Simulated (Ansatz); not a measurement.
Born–Oppenheimer molecular dynamics of a periodic cell of 26 atoms, CaPH5O6 (host CaPH5O6, host structure Cc). It starts from an unrelaxed structure (largest force component 1.76 eV/Å).

Method: Ansatz 0.2.0, DFT LDA, scalar-relativistic, plane waves, PAW. Settings: cutoff 420 eV, k mesh 2x2x2, fermi-dirac smearing 0.05 eV, no spin polarisation.

* ensemble: NVT, Langevin thermostat
* time step: 0.5 fs
* steps asked: 140
* set temperature: 500 K
* friction: 0.02 /fs
* seed: 229741

First frame:

```xyz
26
Lattice="3.2004 -7.6467 0.0000 3.2004 7.6467 0.0000 -2.8169 0.0000 5.1424" Properties=species:S:1:pos:R:3
Ca 2.688 -2.640 3.857
Ca 4.096 2.640 1.286
H 3.038 -2.600 0.672
H 1.630 2.600 3.243
H 2.838 7.480 0.548
H 1.429 -7.480 3.119
H 2.314 6.296 1.422
H 0.906 -6.296 3.993
H 1.897 0.158 2.580
H 3.305 -0.158 0.009
H 1.291 -1.026 1.823
H -0.118 1.026 4.394
P -0.625 -2.718 3.791
P 0.783 2.718 1.220
O 0.219 -2.026 4.999
O 1.627 2.026 2.428
O 0.459 -3.337 2.913
O 1.868 3.337 0.342
O 1.763 6.015 3.100
O 3.171 -6.015 0.529
O 1.647 3.868 4.398
O 3.056 -3.868 1.827
O 2.760 6.509 0.602
O 1.351 -6.509 3.173
O 1.923 -0.832 2.511
O 0.514 0.832 5.083
```

Question: What does the run give?

Answer: The run went to its last step.

```json
{"steps done": "140", "time covered": "70 fs", "mean temperature over the second half": "367 K", "spread of the potential energy over the second half": "5.8 meV per atom", "mean potential energy of the second half above the start": "36.4 meV per atom"}
```

The mean temperature of the second half is 27 % below the set value. A run of 0.07 ps of so small a system gives no equilibrium averages. Limits of this set-up: coarse k mesh.

Question: What happens to the structure?

Answer: Mean squared displacements from the first frame to the last, about the centre of mass: Ca 0.02 Å², H 0.09 Å², P 0.01 Å², O 0.07 Å². This is one draw of velocities; another would differ in detail.

Question: How do temperature and energy run in time?

Answer: 
| time (fs) | T (K) | potential energy less start (eV) |
| --- | --- | --- |
| 0.0 | 481 | 0.000 |
| 3.5 | 392 | 0.167 |
| 7.0 | 347 | 0.388 |
| 10.5 | 333 | 0.568 |
| 14.0 | 312 | 0.754 |
| 17.5 | 334 | 0.631 |
| 21.0 | 334 | 0.729 |
| 24.5 | 322 | 0.948 |
| 28.0 | 353 | 0.858 |
| 31.5 | 355 | 0.749 |
| 35.0 | 310 | 0.856 |
| 38.5 | 364 | 0.782 |
| 42.0 | 396 | 0.662 |
| 45.5 | 378 | 0.879 |
| 49.0 | 377 | 0.972 |
| 52.5 | 400 | 0.805 |
| 56.0 | 338 | 1.073 |
| 59.5 | 333 | 1.012 |
| 63.0 | 379 | 1.000 |
| 66.5 | 339 | 1.178 |
| 70.0 | 409 | 1.097 |

Time of the run: 12 min on 1 thread of Arm Neoverse V2, on a shared host, peak memory 0.64 GiB.
